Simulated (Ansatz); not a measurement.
Write a Python script for Ansatz's Python interface that makes an atomisation energy of CH₃BBr, SMILES C[B]Br. Level of theory (for the species named): MP2, 6-31G* basis, multiplicity 2.

`ch3bbr.xyz`
```text
6

C    -0.34270    0.31420   -0.24430
B    -0.03100   -1.05640    0.36630
Br    1.77650   -1.40960    1.06250
H    -1.14820    0.82360    0.31800
H     0.49390    1.02280   -0.23600
H    -0.70630    0.24130   -1.31260
```

Script `ch3bbr_tae.py`:
```python
'''Atomisation energy of CH3BBr at the given geometry.'''

from collections import Counter

import ansatz as az


def energy_of(molecule, charge=0, unpaired=0):
    calc = molecule.calculation().basis(gaussian='6-31G*').correlation('mp2').accuracy('medium')
    if charge:
        calc = calc.charge(charge)
    if unpaired:
        calc = calc.spin('collinear', total=unpaired)
    return calc.run(threads=1).report['free_energy_ev']

system = az.Crystal.molecule_from_extxyz('ch3bbr.xyz')

# unpaired electrons of the ground-state atoms
unpaired = {'C': 2, 'B': 1, 'Br': 1, 'H': 1}
counts = Counter(site.symbol for site in system.cartesian_sites)
atom_energy = {s: energy_of(az.Crystal.molecule().atom(s, (0, 0, 0)), 0, unpaired[s]) for s in counts}
whole = energy_of(system, 0, 1)
for s, e in atom_energy.items():
    print(f'{s:2s} x{counts[s]}  {e:14.5f} eV')
print(f'CH3BBr: {whole:.5f} eV')
split = sum(counts[s] * e for s, e in atom_energy.items()) - whole
print(f'atomisation energy (no zero-point term): {split:.3f} eV, {split / sum(counts.values()):.3f} eV an atom')
```

Output of `python ch3bbr_tae.py`:
```text
C  x1     -1026.76650 eV
B  x1      -668.27674 eV
Br x1    -69996.55827 eV
H  x3       -13.55761 eV
CH3BBr: -71751.73002 eV
atomisation energy (no zero-point term): 19.456 eV, 3.243 eV an atom
```

19.456 eV from the electronic energies, without the zero-point term.

Caveats:
- The settings weren't tested for convergence.
- The geometry is a force-field or estimated start, not a minimum of this method, and the basis set is short of its limit. All parts are taken at fixed geometry, without zero-point energy.
- The run takes the species as open-shell (spin multiplicity 2), which needn't be its ground state.
- In double-zeta sets correlated atomisation energies come out some 10 to 15 % low.
- The spin-orbit lowering of heavy atoms is left out.
- It ran for 2.1 s on 1 thread of Arm Neoverse V1, on a shared host, peak memory 0.2 GiB.
